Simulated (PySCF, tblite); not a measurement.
# C5H12Si: geometry, infrared bands and NMR shifts

What infrared bands and NMR shifts should C5H12Si (`CC[C@@H]1C[C@H]1[SiH3]`) show?

The runs use tblite 0.8.0 and PySCF 2.14.0, with density-fitted response routines of our own; the level of theory stands in each step. All values are computed, except where a source is named. Atoms count from 0, in the outputs and in this text.

## Step 1: The starting structure

18 atoms, charge 0, multiplicity 1; geometry from: force field or distance geometry start.

Bonds of the start (Å): C0–C1 1.51, C1–C2 1.51, C2–C3 1.49, C3–C4 1.50, C4–Si5 1.88, C4–C2 1.51, C0–H6 1.10, C0–H7 1.10, C0–H8 1.09, C1–H9 1.09, C1–H10 1.11, C2–H11 1.09, C3–H12 1.07, C3–H13 1.09, C4–H14 1.08, Si5–H15 1.49, Si5–H16 1.49, Si5–H17 1.48.

## Step 2: Relaxing the molecule with GFN2-xTB

What the job is given:

```
{"job": {"kind": "relax", "xc": "GFN2-xTB", "basis": "xTB"}, "charge": 0, "multiplicity": 1}
C     -2.288100     0.569000     0.302500
C     -1.482600    -0.704100     0.275400
C     -0.157600    -0.511900    -0.412100
C      0.992900    -1.414500    -0.117700
C      1.028100     0.013600     0.351800
Si     2.185300     1.217800    -0.507400
H     -2.498100     0.926200    -0.717700
H     -3.248500     0.409800     0.809300
H     -1.760900     1.366300     0.834600
H     -2.045700    -1.493600    -0.228900
H     -1.325800    -1.053500     1.313300
H     -0.313300    -0.238800    -1.455400
H      1.603700    -1.745600    -0.932400
H      0.868500    -2.189100     0.646100
H      0.916500     0.215500     1.407000
H      1.675300     2.604900    -0.348600
H      3.540200     1.143200     0.112300
H      2.301300     0.891100    -1.950500
```

The run is started by

```bash
> OMP_NUM_THREADS=1 python probes_run.py task.json out
```

The driver reads the jobs from task.json and runs them one after another.

**Question.** This job is followed by: GFN2-xTB harmonic vibrations, gas phase; GIAO PBE0/pcSseg-1 NMR shielding, non-relativistic, gas phase. What will the session give for the following? strongest single infrared mode (GFN2-xTB); zero-point energy (GFN2-xTB); ¹³C shifts against TMS (PBE0/pcSseg-1); ¹H shifts against TMS (PBE0/pcSseg-1, means over atoms taken as alike); ²⁹Si shifts against TMS (PBE0/pcSseg-1).

The runs gave:

| quantity | value |
| --- | --- |
| strongest single infrared mode (GFN2-xTB) | 796 cm⁻¹, 445 km/mol |
| zero-point energy (GFN2-xTB) | 94.3 kcal/mol |
| ¹³C shifts against TMS (PBE0/pcSseg-1) | 33.7, 22.3, 16.8, 11.9, 0.0 ppm |
| ¹H shifts against TMS (PBE0/pcSseg-1, means over atoms taken as alike) | 3.87, 2.19, 1.13, 0.51, 0.45, 0.40, 0.39, -0.66 ppm |
| ²⁹Si shifts against TMS (PBE0/pcSseg-1) | -61.8 ppm |

**Reading.** The optimisation took 40 steps and gained 0.075 eV; among the close pairs (by a distance rule), Si5–H16 changed most, from 1.492 to 1.465 Å. No mode is imaginary among the 48: a minimum at this level. The strongest single mode, at 796 cm⁻¹, is spread over several atoms, H16, H17, H15, Si5 among them. Unscaled tight-binding wavenumbers are off by several per cent, some by more. Its intensities can rank the bands wrongly. At PBE0/pcSseg-1: Shielding is most anisotropic at Si5 (span 97 ppm, paramagnetic term -469 ppm).
